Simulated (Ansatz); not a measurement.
# C2H8B2O: a ladder of functionals and wavefunction methods

Aim: compute C2H8B2O with functionals from several rungs and with coupled cluster, and see how far each lands from CCSD(T) at the basis-set limit for the atomisation energy.

Program: Ansatz 0.2.0, Gaussian basis. Level of theory: functionals in def2-TZVPP, the program's frozen cores in correlated methods. These are calculated values, not measurements.

Levels to be run: PBE-D4, r2SCAN-D4, PBE0-D4, B3LYP-D4, ωB97X-V, ωB97M-V, B2PLYP; CCSD(T)/def2-TZVPP; MP2/def2-QZVPP; extrapolation to the limit.

## Step 1: Structure used throughout

The geometry comes from an earlier relaxation with PBE0-D4 in a triple-zeta def2 set; it is a stationary point, not always the lowest conformer.

SMILES `BCCBO`, 13 atoms, charge 0, spin multiplicity 1.

Atoms are counted from 1 here; the program's logs count them from 0.

Bond lengths: B1–C2 1.548 Å, B1–H6 1.200 Å, B1–H7 1.199 Å, C2–C3 1.533 Å, C2–H8 1.097 Å, C2–H9 1.109 Å, C3–B4 1.569 Å, C3–H10 1.098 Å, C3–H11 1.100 Å, B4–O5 1.354 Å, B4–H12 1.203 Å, O5–H13 0.962 Å. Angles: C2–B1–H6 121.2°, C2–B1–H7 120.2°, H6–B1–H7 118.5°, B1–C2–C3 119.0°, B1–C2–H8 111.4°, B1–C2–H9 101.1°, C3–C2–H8 111.6°, C3–C2–H9 109.4°, H8–C2–H9 102.5°, C2–C3–B4 114.3°, C2–C3–H10 109.9°, C2–C3–H11 108.5°, B4–C3–H10 111.9°, B4–C3–H11 106.6°, H10–C3–H11 105.1°, C3–B4–O5 123.8°, C3–B4–H12 121.0°, O5–B4–H12 115.2° and more.

Coordinates:

```mol
C2H8B2O
  3D, bonds by distance, orders not assigned

 13 12  0  0  0  0  0  0  0  0999 V2000
   -1.4502    1.1032    1.3279 B   0  0
   -0.8823    0.3690    0.0888 C   0  0
    0.5687   -0.1257    0.1191 C   0  0
    0.9310   -1.1335   -1.0282 B   0  0
    2.0843   -1.0873   -1.7358 O   0  0
   -0.9114    1.0250    2.3973 H   0  0
   -2.4803    1.7112    1.2486 H   0  0
   -1.1039    0.9147   -0.8364 H   0  0
   -1.5677   -0.5009    0.0235 H   0  0
    1.2548    0.7311    0.1444 H   0  0
    0.7367   -0.6556    1.0688 H   0  0
    0.1839   -2.0274   -1.3263 H   0  0
    2.6566   -0.3588   -1.4770 H   0  0
  1  2  8  0
  2  3  8  0
  3  4  8  0
  4  5  8  0
  1  6  8  0
  1  7  8  0
  2  8  8  0
  2  9  8  0
  3 10  8  0
  3 11  8  0
  4 12  8  0
  5 13  8  0
M  END
```

## Step 2: PBE-D4 (GGA)

in.yaml

```yaml
crystal:
  periodic: [false, false, false]
  atoms:
    - {symbol: B, position_ang: [-1.450173, 1.103245, 1.327878]}
    - {symbol: C, position_ang: [-0.882339, 0.368995, 0.088826]}
    - {symbol: C, position_ang: [0.568692, -0.125685, 0.119141]}
    - {symbol: B, position_ang: [0.930951, -1.133461, -1.028188]}
    - {symbol: O, position_ang: [2.084253, -1.087268, -1.735799]}
    - {symbol: H, position_ang: [-0.911371, 1.025015, 2.397308]}
    - {symbol: H, position_ang: [-2.480296, 1.711238, 1.248622]}
    - {symbol: H, position_ang: [-1.103896, 0.914704, -0.836405]}
    - {symbol: H, position_ang: [-1.567680, -0.500894, 0.023522]}
    - {symbol: H, position_ang: [1.254843, 0.731070, 0.144392]}
    - {symbol: H, position_ang: [0.736712, -0.655594, 1.068750]}
    - {symbol: H, position_ang: [0.183915, -2.027433, -1.326279]}
    - {symbol: H, position_ang: [2.656591, -0.358830, -1.476967]}
basis:
  gaussian: {orbitals: def2-TZVPP}
hamiltonian: {xc: pbe, dispersion: d4}
output: {forces: true, orbitals: {seedname: orbitals}}
```

On the command line:

```sh
$ ansatz run in.yaml --threads 4 --pin off --events-out ev --progress --plain --max-ram 10444MiB
```

The runs that follow: r2SCAN-D4 (meta-GGA); PBE0-D4 (hybrid); B3LYP-D4 (hybrid); ωB97X-V (range-separated); ωB97M-V (range-separated); B2PLYP (double hybrid); CCSD(T) in def2-TZVPP; MP2 in def2-QZVPP.

**Question.** What will the summary of the whole plan be? Wanted: atomisation energy, CCSD(T)/CBS; farthest; mean size of error, hybrid; mean size of error, range-separated; gap, smallest and largest; T1 diagnostic; triples share of the correlation energy.

**Answer**, as computed:

| quantity | value |
| --- | --- |
| atomisation energy, CCSD(T)/CBS | 5019.7 kJ/mol |
| functionals within 25.1 kJ/mol (0.5 %) | ωB97X-V, B2PLYP |
| farthest | PBE-D4 (+98.6 kJ/mol) |
| mean size of error, hybrid | 34.2 kJ/mol |
| mean size of error, range-separated | 30.6 kJ/mol |
| gap, smallest and largest | 4.39 eV (PBE-D4), 11.43 eV (ωB97X-V) |
| T1 diagnostic | 0.0117 |
| triples share of the correlation energy | 3.6 % |

PBE-D4 is off by +98.6 kJ/mol. Double hybrids carry the basis error of their MP2 part in triple zeta, and no dispersion term here, so their miss is partly the set-up's. The reference freezes the cores and leaves out relativity and excitations past (T), so misses under about 25.1 kJ/mol can't be ranked. Hartree-Fock recovers 77 % of the binding; the rest is correlation. Orbital gaps span 4.4 to 11.4 eV; exact exchange widens them.
